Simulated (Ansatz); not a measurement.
# C2H10In2O2: the cost of one run

Method: the settings change from run to run; program: Ansatz 0.2.0, Gaussian basis.

1 further run of the same task is left out (it didn't finish). Runs told in other sessions of the task aren't counted.

## Step 1: The relaxed structure

The geometry comes from an earlier relaxation with PBE0-D4 in a triple-zeta def2 set; it is a stationary point, not always the lowest conformer. In takes a core potential in def2 sets; no spin-orbit term is included.

SMILES `C[O+]1[InH2-][O+](C)[InH2-]1`, 16 atoms, charge 0, spin multiplicity 1.

Atoms are counted from 1 here; the program's logs count them from 0.

Bond lengths: C1–O2 1.408 Å, C1–H7 1.095 Å, C1–H8 1.095 Å, C1–H9 1.098 Å, O2–In3 2.160 Å, O2–In6 2.160 Å, In3–O4 2.160 Å, In3–H10 1.717 Å, In3–H11 1.707 Å, O4–C5 1.408 Å, O4–In6 2.160 Å, C5–H12 1.095 Å, C5–H13 1.098 Å, C5–H14 1.095 Å, In6–H15 1.717 Å, In6–H16 1.707 Å. Angles: O2–C1–H7 110.5°, O2–C1–H8 110.5°, O2–C1–H9 112.2°, H7–C1–H8 107.3°, H7–C1–H9 108.1°, H8–C1–H9 108.1°, C1–O2–In3 121.1°, C1–O2–In6 121.1°, In3–O2–In6 100.9°, O2–In3–O4 79.1°, O2–In3–H10 106.7°, O2–In3–H11 107.2°, O4–In3–H10 106.7°, O4–In3–H11 107.2°, H10–In3–H11 135.5°, In3–O4–C5 121.1°, In3–O4–In6 100.9°, C5–O4–In6 121.1° and more.

## Step 2: SPW92/def2-TZVPP

This run has high accuracy.

Input file in.yaml:

```yaml
crystal:
  periodic: [false, false, false]
  atoms:
    - {symbol: C, position_ang: [0.017742, 2.515261, 0.219994]}
    - {symbol: O, position_ang: [-0.228295, 1.234154, 0.750745]}
    - {symbol: In, position_ang: [1.380745, -0.174713, 1.055368]}
    - {symbol: O, position_ang: [-0.115818, -1.449690, 0.159788]}
    - {symbol: C, position_ang: [0.222638, -2.364855, -0.855888]}
    - {symbol: In, position_ang: [-1.743092, -0.052092, -0.096510]}
    - {symbol: H, position_ang: [-0.900335, 3.112832, 0.217952]}
    - {symbol: H, position_ang: [0.752697, 3.049741, 0.831658]}
    - {symbol: H, position_ang: [0.398020, 2.471188, -0.808978]}
    - {symbol: H, position_ang: [2.551924, 0.141712, -0.159128]}
    - {symbol: H, position_ang: [1.422414, -0.540075, 2.722549]}
    - {symbol: H, position_ang: [1.011339, -3.043740, -0.513831]}
    - {symbol: H, position_ang: [0.576435, -1.862017, -1.765431]}
    - {symbol: H, position_ang: [-0.643598, -2.980131, -1.122409]}
    - {symbol: H, position_ang: [-1.822142, 0.313239, -1.771908]}
    - {symbol: H, position_ang: [-2.880654, -0.370824, 1.136028]}
basis:
  gaussian: {orbitals: def2-TZVPP}
hamiltonian: {xc: {name: SPW92}}
accuracy: high
output: {forces: true}
```

Started as:

```bash
$ ansatz run in.yaml --threads 4 --pin off --events-out ev --progress --plain --max-ram 11315MiB
```

**Question.** How long does this run take on 4 threads of Arm Neoverse V2, shared host, and how much memory does it need?

About 46 s, with a peak of 4.6 GiB.
